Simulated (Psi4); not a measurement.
# As2 (SMILES [As]#[As]): HSE06/def2-TZVPPD

What is the vertical electron affinity of As2 at HSE06/def2-TZVPPD? Input form: a QCSchema input.

Program for the calculation: Psi4 1.11.

## (1) The structure to begin with

The species is As2 (2 atoms), meant as a singlet with charge 0. SMILES: `[As]#[As]`. The coordinates come from a PBE0-D4/def2-TZVP relaxation.

Bond lengths: As1–As2 2.089 Å.

## (2) Energy and forces at HSE06/def2-TZVPPD

input.json reads:

```json
{
 "schema_name": "qcschema_input",
 "schema_version": 1,
 "molecule": {
  "schema_name": "qcschema_molecule",
  "schema_version": 2,
  "symbols": ["As", "As"],
  "geometry": [0.0, 0.0, 0.00468652, 0.0, 0.0, 3.95234329],
  "molecular_charge": 0,
  "molecular_multiplicity": 1,
  "fix_symmetry": "c1",
  "fix_com": true,
  "fix_orientation": true
 },
 "driver": "gradient",
 "model": {
  "method": "hse06",
  "basis": "def2-TZVPPD"
 },
 "keywords": {
  "puream": true,
  "e_convergence": 1e-09,
  "d_convergence": 1e-08,
  "scf_type": "pk",
  "dft_radial_points": 99,
  "dft_spherical_points": 590,
  "scf_properties": ["LOWDIN_CHARGES", "WIBERG_LOWDIN_INDICES", "QUADRUPOLE"]
 }
}
```

On the command line:

```
$ psi4 --qcschema input.json -n 1 --memory 2200MB
```

stdout, shortened:

```text
[...]
  Running in c1 symmetry.
[...]
  Nuclear repulsion =  275.859848879415097
[...]
  Multiplicity = 1
[...]
  Nalpha       = 33
  Nbeta        = 33
[...]
    Number of basis functions: 108
[...]
   @RKS iter   1: -4469.03418916846385   -4.21083e+00   3.48603e-02 ADIIS/DIIS
[...]
   @RKS iter   9: -4471.20026379448700   -7.27596e-12   7.40372e-10 DIIS
[...]
    Orbital Energies [Eh]
    ---------------------
    Doubly Occupied:
       1A   -426.239789     2A   -426.239781     3A    -53.982138
       4A    -53.982106     5A    -48.221284     6A    -48.221284
       7A    -48.221266     8A    -48.221266     9A    -48.219305
      10A    -48.219276    11A     -7.067145    12A     -7.066981
      13A     -5.104993    14A     -5.104993    15A     -5.104869
      16A     -5.104869    17A     -5.100703    18A     -5.099367
      19A     -1.668516    20A     -1.665020    21A     -1.665020
      22A     -1.664245    23A     -1.664245    24A     -1.663684
      25A     -1.663684    26A     -1.657862    27A     -1.657862
      28A     -1.653424    29A     -0.665484    30A     -0.474814
      31A     -0.274048    32A     -0.260485    33A     -0.260485
[...]
  @RKS Final Energy: -4471.20026379448700
   => Energetics <=
    Nuclear Repulsion Energy =            275.8598488794150967
    One-Electron Energy =               -6779.4117577786282709
    Two-Electron Energy =                2158.2322475965970625
    DFT Exchange-Correlation Energy =    -125.8806024918703059
    Empirical Dispersion Energy =           0.0000000000000000
    VV10 Nonlocal Energy =                  0.0000000000000000
    Total Energy =                      -4471.2002637944860908
[...]
 Multipole Moments:
 ------------------------------------------------------------------------------------
     Multipole            Electronic (a.u.)      Nuclear  (a.u.)        Total (a.u.)
 ------------------------------------------------------------------------------------
 L = 1.  Multiply by 2.5417464519 to convert [e a0] to [Debye]
 Dipole X            :         -0.0000000            0.0000000           -0.0000000
 Dipole Y            :          0.0000000            0.0000000            0.0000000
 Dipole Z            :       -130.5819836          130.5819837            0.0000001
 Magnitude           :                                                    0.0000001
 L = 2.  Multiply by 1.3450342976 to convert [e a0^2] to [Debye ang]
 Quadrupole XX       :        -26.4165970            0.0000000          -26.4165970
 Quadrupole XY       :         -0.0000000            0.0000000           -0.0000000
[...]
  -Total Gradient:
     Atom            X                  Y                   Z
    ------   -----------------  -----------------  -----------------
       1        0.000000000002     0.000000000001     0.001073320801
       2        0.000000000000     0.000000000000    -0.001073320606
[...]
```

The result, in JSON:

```text
{
 "driver": "gradient",
 "model": {
  "method": "hse06",
  "basis": "def2-TZVPPD"
 },
 "success": true,
 "return_result": [1.9568571863066136e-12, 8.728212457755576e-13, 0.0010733208014338247, 6.44944119945536e-16, 2.985285691317964e-14, -0.0010733206061296352],
 "properties": {
  "calcinfo_nbasis": 108,
  "calcinfo_nmo": 108,
  "calcinfo_nalpha": 33,
  "calcinfo_nbeta": 33,
  "calcinfo_natom": 2,
  "nuclear_repulsion_energy": 275.8598488794151,
  "return_energy": -4471.200263794487,
  "return_gradient": [1.9568571863066136e-12, 8.728212457755576e-13, 0.0010733208014338247, 6.44944119945536e-16, 2.985285691317964e-14, -0.0010733206061296352],
  "scf_one_electron_energy": -6779.411757778628,
  "scf_two_electron_energy": 2158.232247596597,
  "scf_xc_energy": -125.8806024918703,
  "scf_dipole_moment": [-7.743760929484303e-13, 4.949478027964872e-13, 9.41065536608221e-08],
  "scf_total_energy": -4471.200263794487,
  "scf_total_gradient": [1.9568571863066136e-12, 8.728212457755576e-13, 0.0010733208014338247, 6.44944119945536e-16, 2.985285691317964e-14, -0.0010733206061296352],
  "scf_iterations": 9
 }
}
```

Wall time 58 s (1 thread of AMD EPYC 7R43 (Zen 3), shared host); peak memory 0.9 GiB.

## (3) The doublet anion, same level

job.json reads:

```json
{
 "schema_name": "qcschema_input",
 "schema_version": 1,
 "molecule": {
  "schema_name": "qcschema_molecule",
  "schema_version": 2,
  "symbols": ["As", "As"],
  "geometry": [0.0, 0.0, 0.00468652, 0.0, 0.0, 3.95234329],
  "molecular_charge": -1,
  "molecular_multiplicity": 2,
  "fix_symmetry": "c1"
 },
 "driver": "gradient",
 "model": {
  "method": "hse06",
  "basis": "def2-TZVPPD"
 },
 "keywords": {
  "reference": "uks",
  "puream": true,
  "e_convergence": 1e-09,
  "d_convergence": 1e-08,
  "scf_type": "pk",
  "dft_radial_points": 99,
  "dft_spherical_points": 590,
  "maxiter": 100,
  "scf_properties": ["MAYER_INDICES", "LOWDIN_CHARGES", "MULLIKEN_CHARGES"]
 }
}
```

On the command line:

```
$ psi4 --qcschema job.json -n 1 --memory 2200MB
```

stdout, shortened:

```text
[...]
  Running in c1 symmetry.
[...]
  Nuclear repulsion =  275.859848879415097
[...]
  Multiplicity = 2
[...]
  Nalpha       = 34
  Nbeta        = 33
[...]
    Number of basis functions: 108
[...]
   @UKS iter   1: -4468.72951919578009   -3.90616e+00   3.58722e-02 ADIIS/DIIS
[...]
   @UKS iter  10: -4471.22462958520100   -1.90994e-11   3.19486e-09 DIIS
[...]
   @S^2 Observed:                7.546667664E-01
[...]
  @UKS Final Energy: -4471.22462958520100
   => Energetics <=
    Nuclear Repulsion Energy =            275.8598488794150967
    One-Electron Energy =               -6795.2908433671873354
    Two-Electron Energy =                2174.2896697821593079
    DFT Exchange-Correlation Energy =    -126.0833048795877858
    Empirical Dispersion Energy =           0.0000000000000000
    VV10 Nonlocal Energy =                  0.0000000000000000
    Total Energy =                      -4471.2246295852010007
[...]
 Multipole Moments:
 ------------------------------------------------------------------------------------
     Multipole            Electronic (a.u.)      Nuclear  (a.u.)        Total (a.u.)
 ------------------------------------------------------------------------------------
 L = 1.  Multiply by 2.5417464519 to convert [e a0] to [Debye]
 Dipole X            :         -0.0000000            0.0000000           -0.0000000
 Dipole Y            :          0.0000000            0.0000000            0.0000000
 Dipole Z            :          0.0000000            0.0000000            0.0000000
 Magnitude           :                                                    0.0000000
[...]
  Mulliken Charges: (a.u.)
   Center  Symbol    Alpha    Beta     Spin     Total
       1    AS    17.00000 16.50000  0.50000 -0.50000
       2    AS    17.00000 16.50000  0.50000 -0.50000
   Total alpha = 34.00000, Total beta = 33.00000, Total charge = -1.00000
  Lowdin Charges: (a.u.)
   Center  Symbol    Alpha    Beta     Spin     Total
       1    AS    17.00000 16.50000  0.50000 -0.50000
       2    AS    17.00000 16.50000  0.50000 -0.50000
  Total alpha = 34.00000, Total beta = 33.00000, Total charge = -1.00000
[...]
  -Total Gradient:
     Atom            X                  Y                   Z
    ------   -----------------  -----------------  -----------------
       1        0.000000000002    -0.000000000003     0.046232652412
       2        0.000000000004    -0.000000000002    -0.046232652369
[...]
```

The result, in JSON:

```text
{
 "driver": "gradient",
 "model": {
  "method": "hse06",
  "basis": "def2-TZVPPD"
 },
 "success": true,
 "return_result": [1.909404660859831e-12, -2.619531992822371e-12, 0.046232652412331265, 3.73679545397687e-12, -1.740102101893015e-12, -0.04623265236891555],
 "properties": {
  "calcinfo_nbasis": 108,
  "calcinfo_nmo": 108,
  "calcinfo_nalpha": 34,
  "calcinfo_nbeta": 33,
  "calcinfo_natom": 2,
  "nuclear_repulsion_energy": 275.8598488794151,
  "return_energy": -4471.224629585201,
  "return_gradient": [1.909404660859831e-12, -2.619531992822371e-12, 0.046232652412331265, 3.73679545397687e-12, -1.740102101893015e-12, -0.04623265236891555],
  "scf_one_electron_energy": -6795.290843367187,
  "scf_two_electron_energy": 2174.2896697821593,
  "scf_xc_energy": -126.08330487958779,
  "scf_dipole_moment": [-3.8120863513501454e-12, 2.0921065639806914e-12, 4.1698950070667706e-08],
  "scf_total_energy": -4471.224629585201,
  "scf_total_gradient": [1.909404660859831e-12, -2.619531992822371e-12, 0.046232652412331265, 3.73679545397687e-12, -1.740102101893015e-12, -0.04623265236891555],
  "scf_iterations": 10
 }
}
```

Wall time 51 s (1 thread of AMD EPYC 7R43 (Zen 3), shared host); peak memory 0.9 GiB.

## (4) Results

Level: HSE06/def2-TZVPPD.

```
                                         quantity           value
                        singlet As2: total energy  -4471.20026 Eh
                       singlet As2: dipole moment          0.00 D
                         singlet As2: HOMO energy        -7.09 eV
                         singlet As2: LUMO energy        -3.05 eV
                       singlet As2: HOMO–LUMO gap         4.04 eV
            singlet As2: largest force on an atom      0.055 eV/Å
                      doublet anion: total energy  -4471.22463 Eh
doublet anion: HOMO energy (highest over α and β)         1.68 eV
 doublet anion: LUMO energy (lowest over α and β)         2.58 eV
                              doublet anion: ⟨S²⟩           0.755
          doublet anion: largest force on an atom      2.377 eV/Å
vertical electron affinity (to the doublet anion)        0.663 eV
```

In words: At fixed nuclei the extra electron is bound by 0.66 eV (64.0 kJ/mol). The HOMO (doublet anion) lies at positive energy, 1.68 eV; only total energies tell whether the electron is bound.
